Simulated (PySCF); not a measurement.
# One shape, several levels: CH5AsSi (SMILES C1[SiH2][AsH]1)

Wanted: a comparison of 4 runs (HF/STO-3G, HF/def2-SVP, B3LYP/6-31G*, PBE0/def2-SVP) of CH5AsSi. 

The results are computed with PySCF 2.14.0.

## 1. Starting point

CH5AsSi: 8 atoms, total charge 0, spin state singlet. As SMILES, `C1[SiH2][AsH]1`. The shape is that of a PBE0-D4/def2-TZVP optimisation.

Bond lengths: C1–Si2 1.843 Å, C1–As3 2.046 Å, Si2–As3 2.317 Å, C1–H4 1.084 Å, C1–H5 1.086 Å, Si2–H6 1.480 Å, Si2–H7 1.479 Å, As3–H8 1.526 Å. Some angles: C1–Si2–As3 57.6°, Si2–C1–As3 72.9°, C1–As3–Si2 49.5°, C1–Si2–H6 117.5°, C1–Si2–H7 118.2°, As3–Si2–H6 118.8°, As3–Si2–H7 119.8°, Si2–C1–H4 121.0°, Si2–C1–H5 118.1°, As3–C1–H4 114.8°.

## 2. Energy and gradient at HF/STO-3G (run 1)

The input, job.py:

```python
import pyscf.grad
from pyscf import gto

mol = gto.Mole()
mol.atom = '''
C   -0.770300   0.017900  -0.576000
Si   0.707800   0.663100   0.315700
As  -0.538100  -1.122700   1.107200
H   -0.667200  -0.524000  -1.509300
H   -1.690700   0.591800  -0.522300
H    0.581300   1.973900   0.990500
H    2.040800   0.422300  -0.277100
H    0.428400  -2.079400   0.415600
'''
mol.basis = 'sto-3g'
mol.max_memory = 1860
mol.verbose = 4
mol.spin = 0
mol.build()

mf = mol.RHF()
mf.conv_tol = 1e-10
mf.kernel()
if not mf.converged:
    mf = mf.newton().run(mf.mo_coeff, mf.mo_occ)

e_final = mf.e_tot
print('E = %.10f Eh' % e_final)
grad = mf.Gradients().kernel()
mf.analyze()
```

Run with:

```console
OMP_NUM_THREADS=1 python job.py
```

The program printed:

```text
PySCF version 2.14.0

[... 78 lines left out ...]
One-electron Energy =                -4042.535791184232039
[... 5 lines left out ...]
MO #1   energy= -427.525579164555  occ= 2
[... 3 lines left out ...]
MO #5   energy= -49.2988192137609  occ= 2
[... 3 lines left out ...]
MO #9   energy= -5.95917487355116  occ= 2
[... 3 lines left out ...]
MO #13  energy= -3.98544534639224  occ= 2
[... 3 lines left out ...]
MO #17  energy= -1.08549698420574  occ= 2
[... 3 lines left out ...]
MO #21  energy= -0.902557134327032 occ= 2
[... 3 lines left out ...]
MO #25  energy= -0.449799996265965 occ= 2
[... 3 lines left out ...]
MO #29  energy= -0.235342535681691 occ= 2
[... 3 lines left out ...]
MO #33  energy= 0.496127125098368  occ= 0
[... 3 lines left out ...]
MO #37  energy= 0.790062462475397  occ= 0
[... 9 lines left out ...]
pop of  1 Si 3s           1.12694
pop of  1 Si 2px          1.99871
pop of  1 Si 2py          1.99880
pop of  1 Si 2pz          1.99923
pop of  1 Si 3px          0.75902
pop of  1 Si 3py          0.78462
pop of  1 Si 3pz          0.83926
pop of  2 As 1s           2.00000
pop of  2 As 2s           1.99996
pop of  2 As 3s           1.99999
pop of  2 As 4s           1.72036
pop of  2 As 2px          2.00000
pop of  2 As 2py          2.00000
pop of  2 As 2pz          2.00000
pop of  2 As 3px          1.99927
pop of  2 As 3py          1.99903
pop of  2 As 3pz          1.99925
pop of  2 As 4px          1.16580
pop of  2 As 4py          0.87769
pop of  2 As 4pz          1.15598
pop of  2 As 3dxy         1.99616
pop of  2 As 3dyz         1.99710
pop of  2 As 3dz^2        1.99855
pop of  2 As 3dxz         1.99836
pop of  2 As 3dx2-y2      1.99967
pop of  3 H 1s            0.96978
pop of  4 H 1s            0.96955
pop of  5 H 1s            1.12029
pop of  6 H 1s            1.11786
pop of  7 H 1s            1.10934
 ** Mulliken atomic charges  **
charge of    0C =     -0.29962
charge of    1Si =      0.49361
charge of    2As =      0.09283
charge of    3H =      0.03022
charge of    4H =      0.03045
charge of    5H =     -0.12029
charge of    6H =     -0.11786
charge of    7H =     -0.10934
Dipole moment(X, Y, Z, Debye):  1.28904,  0.91042, -0.67327
```

It took 3.6 s on 1 thread of Intel Xeon at 2.70GHz, shared host; peak memory 0.12 GiB.

## 3. Energy and forces at HF/def2-SVP (run 2)

The input, calc.py:

```python
import pyscf.grad
from pyscf import gto

molecule = gto.Mole()
molecule.atom = '''
C     -1.455656     0.033826    -1.088482
Si     1.337548     1.253077     0.596587
As    -1.016862    -2.121596     2.092305
H     -1.260825    -0.990216    -2.852164
H     -3.194960     1.118340    -0.987004
H      1.098498     3.730130     1.871774
H      3.856553     0.798031    -0.523643
H      0.809559    -3.929497     0.785370
'''
molecule.verbose = 4
molecule.unit = 'bohr'
molecule.basis = 'def2-svp'
molecule.charge = 0
molecule.max_memory = 1860
molecule.build()

hf = molecule.RHF()
hf.conv_tol = 1e-10
hf.kernel()
if not hf.converged:
    hf = hf.newton().run(hf.mo_coeff, hf.mo_occ)

e_final = hf.e_tot
print(f'total energy: {e_final:.8f} hartree')
grad = hf.Gradients().kernel()
dip = hf.dip_moment()
pop, q = hf.mulliken_pop()
```

Run with:

```console
OMP_NUM_THREADS=1 python calc.py
```

The program printed:

```text
PySCF version 2.14.0

[... 64 lines left out ...]
converged SCF energy = -2563.47862908006
total energy: -2563.47862908 hartree
[... 11 lines left out ...]
Dipole moment(X, Y, Z, Debye):  0.57191,  0.73413, -0.90503
[... 59 lines left out ...]
pop of  2 As 4dx2-y2      0.35436
pop of  2 As 5dxy         0.04763
pop of  2 As 5dyz         0.04463
pop of  2 As 5dz^2        0.03630
pop of  2 As 5dxz         0.02900
pop of  2 As 5dx2-y2      0.01632
pop of  3 H 1s            0.73088
pop of  3 H 2s            0.13631
pop of  3 H 2px           0.00449
pop of  3 H 2py           0.00806
pop of  3 H 2pz           0.01477
pop of  4 H 1s            0.73179
pop of  4 H 2s            0.13576
pop of  4 H 2px           0.01480
pop of  4 H 2py           0.00886
pop of  4 H 2pz           0.00367
pop of  5 H 1s            0.73835
pop of  5 H 2s            0.35855
pop of  5 H 2px           0.00064
pop of  5 H 2py           0.00843
pop of  5 H 2pz           0.00305
pop of  6 H 1s            0.73763
pop of  6 H 2s            0.35817
pop of  6 H 2px           0.00869
pop of  6 H 2py           0.00100
pop of  6 H 2pz           0.00254
pop of  7 H 1s            0.70376
pop of  7 H 2s            0.32194
pop of  7 H 2px           0.00676
pop of  7 H 2py           0.00574
pop of  7 H 2pz           0.00394
 ** Mulliken atomic charges  **
charge of    0C =     -0.45377
charge of    1Si =      0.55255
charge of    2As =     -0.05018
charge of    3H =      0.10548
charge of    4H =      0.10512
charge of    5H =     -0.10903
charge of    6H =     -0.10803
charge of    7H =     -0.04214
```

It took 9.3 s on 1 thread of Intel Xeon at 2.70GHz, shared host; peak memory 0.18 GiB.

Run 3 isn't shown in full; the table further down has it.

## 4. Energy and gradient at PBE0/def2-SVP (run 4)

The input, calc.py:

```python
import pyscf.grad
from pyscf import gto, dft

mol = gto.M(
    atom='''
C     -1.455656     0.033826    -1.088482
Si     1.337548     1.253077     0.596587
As    -1.016862    -2.121596     2.092305
H     -1.260825    -0.990216    -2.852164
H     -3.194960     1.118340    -0.987004
H      1.098498     3.730130     1.871774
H      3.856553     0.798031    -0.523643
H      0.809559    -3.929497     0.785370
''',
    basis='def2-svp',
    unit='bohr',
    max_memory=1860,
    verbose=3,
    charge=0,
)

myscf = dft.RKS(mol, xc='pbe0')
myscf.grids.level = 5
myscf.conv_tol = 1e-10
myscf.kernel()
if not myscf.converged:
    myscf = myscf.newton().run(myscf.mo_coeff, myscf.mo_occ)

etot = myscf.e_tot
print('Final energy', etot)
grad = myscf.Gradients().kernel()
myscf.analyze()
```

Run with:

```console
OMP_NUM_THREADS=1 python calc.py
```

The program printed:

```text
converged SCF energy = -2565.61504725306
[... 10 lines left out ...]
MO #1   energy= -426.165208045535  occ= 2
[... 7 lines left out ...]
MO #9   energy= -5.3415276919889   occ= 2
[... 7 lines left out ...]
MO #17  energy= -1.65423316874235  occ= 2
[... 7 lines left out ...]
MO #25  energy= -0.398672126657464 occ= 2
[... 7 lines left out ...]
MO #33  energy= 0.0615110568000583 occ= 0
[... 7 lines left out ...]
MO #41  energy= 0.322521952456     occ= 0
[... 7 lines left out ...]
MO #49  energy= 0.519379116718292  occ= 0
[... 7 lines left out ...]
MO #57  energy= 0.694060242474907  occ= 0
[... 7 lines left out ...]
MO #65  energy= 1.25845553849834   occ= 0
[... 7 lines left out ...]
MO #73  energy= 1.73867142726874   occ= 0
[... 7 lines left out ...]
MO #81  energy= 2.26202121526308   occ= 0
[... 7 lines left out ...]
MO #89  energy= 3.09312107986442   occ= 0
[... 9 lines left out ...]
Dipole moment(X, Y, Z, Debye):  0.31345,  0.44325, -0.83023
```

Run time: 32 s. Hardware: 1 thread of Intel Xeon at 2.70GHz, shared host; peak memory 0.87 GiB.

## 5. Overview of the runs

| run | level | Cartesian functions | integration grid | energy (Eh) | dipole moment (D) | HOMO energy (eV) | LUMO energy (eV) | wall time |
| --- | --- | --- | --- | --- | --- | --- | --- | --- |
| 1 | HF/STO-3G | no | – | -2535.172706 | 1.72 | -6.40 | 8.08 | 3.6 s |
| 2 | HF/def2-SVP | no | – | -2563.478629 | 1.30 | -9.05 | 3.13 | 9.3 s |
| 3 | B3LYP/6-31G* (Cartesian functions) | yes | 5 | -2566.213371 | 1.15 | -6.57 | -0.36 | 38 s |
| 4 | PBE0/def2-SVP | no | 5 | -2565.615047 | 0.99 | -6.90 | -0.12 | 32 s |

## 6. Results

```
                       quantity           value
            run 4: total energy  -2565.61505 Eh
           run 4: dipole moment          0.99 D
             run 4: HOMO energy        -6.90 eV
             run 4: LUMO energy        -0.12 eV
           run 4: HOMO–LUMO gap         6.78 eV
run 4: largest force on an atom      0.388 eV/Å
```

**Reading.** The dipole moment (its size) runs from 0.99 D (PBE0/def2-SVP) to 1.72 D (HF/STO-3G). The two ends differ in method and basis. The HOMO–LUMO gap runs from 6.21 eV (B3LYP/6-31G*) to 14.48 eV (HF/STO-3G). Totals of different functionals can't be ranked against each other. In run 1 the basis is minimal, so the values are rough. All runs together took 84 s, the longest 38 s.
